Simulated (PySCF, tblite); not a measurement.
**C6H8NOP: geometry, infrared bands and NMR shifts**

Aim: predict the infrared bands and NMR shifts of C6H8NOP (`COc1nccpc1C`).

The runs use tblite 0.8.0 and PySCF 2.14.0, with density-fitted response routines of our own; the level of theory stands in each step. All values are computed, except where a source is named. Atoms are numbered from 0 throughout.

## (1) The starting structure

17 atoms, charge 0, multiplicity 1; geometry from: force field or distance geometry start.

Bonds of the start (Å): C0–O1 1.42, O1–C2 1.41, C2–N3 1.36, N3–C4 1.36, C4–C5 1.39, C5–P6 1.83, P6–C7 1.86, C7–C8 1.50, C7–C2 1.40, C0–H9 1.09, C0–H10 1.11, C0–H11 1.09, C4–H12 1.09, C5–H13 1.09, C8–H14 1.08, C8–H15 1.11, C8–H16 1.10.

## (2) Relaxing the molecule with GFN2-xTB

Job settings and geometry (Å):

```
{"job": {"kind": "relax", "xc": "GFN2-xTB", "basis": "xTB"}, "charge": 0, "multiplicity": 1}
C     -1.155100     2.290800     0.253200
O     -1.307700     0.914600    -0.061600
C     -0.097900     0.192500     0.022200
N      1.009900     0.902700     0.353700
C      2.211000     0.265300     0.458900
C      2.519900    -1.067600     0.234500
P      1.251200    -2.293600    -0.246000
C     -0.230600    -1.167100    -0.277900
C     -1.557700    -1.775500    -0.642000
H     -0.507300     2.793400    -0.457500
H     -2.156100     2.751700     0.167300
H     -0.821400     2.437300     1.284700
H      3.015000     0.944700     0.744500
H      3.551100    -1.412800     0.348700
H     -1.492600    -2.836600    -0.845700
H     -2.276300    -1.639500     0.191600
H     -1.962200    -1.288100    -1.538500
```

On the command line:

```bash
> OMP_NUM_THREADS=1 python probes_run.py task.json out
```

The driver reads the jobs from task.json and runs them one after another.

**Question.** This job is followed by: GFN2-xTB harmonic vibrations, gas phase; GIAO PBE0/pcSseg-1 NMR shielding, non-relativistic, gas phase. What will the session give for the following? strongest single infrared mode (GFN2-xTB); zero-point energy (GFN2-xTB); 13C shifts against TMS (PBE0/pcSseg-1); 1H shifts against TMS (PBE0/pcSseg-1, means over atoms taken as alike); 17O shifts against H2O (PBE0/pcSseg-1); 15N shifts against NH3 (PBE0/pcSseg-1); 31P shifts against H3PO4 (PBE0/pcSseg-1).

As calculated:

| quantity | value |
| --- | --- |
| strongest single infrared mode (GFN2-xTB) | 1264 cm⁻¹, 154 km/mol |
| zero-point energy (GFN2-xTB) | 80.7 kcal/mol |
| 13C shifts against TMS (PBE0/pcSseg-1) | 169.3, 159.8, 155.1, 145.0, 55.6, 23.9 ppm |
| 1H shifts against TMS (PBE0/pcSseg-1, means over atoms taken as alike) | 8.89, 8.14, 4.18, 2.75 ppm |
| 17O shifts against H2O (PBE0/pcSseg-1) | 138.3 ppm |
| 15N shifts against NH3 (PBE0/pcSseg-1) | 308.6 ppm |
| 31P shifts against H3PO4 (PBE0/pcSseg-1) | 268.4 ppm |

What this shows: Relaxing lowered the energy by 0.520 eV in 27 steps; the close pair that moved most is P6–C7, from 1.862 to 1.733 Å. No mode is imaginary among the 45: a minimum at this level. The strongest single mode, at 1264 cm⁻¹, moves mainly H12 and C2. Unscaled tight-binding wavenumbers are off by several per cent, some by more. Its intensities can rank the bands wrongly. At PBE0/pcSseg-1: The widest tensor belongs to P6: span 748 ppm, with a paramagnetic part of -918 ppm. NICS(1)zz of -23 ppm above the planar ring from C2 marks a diatropic (aromatic) ring current.
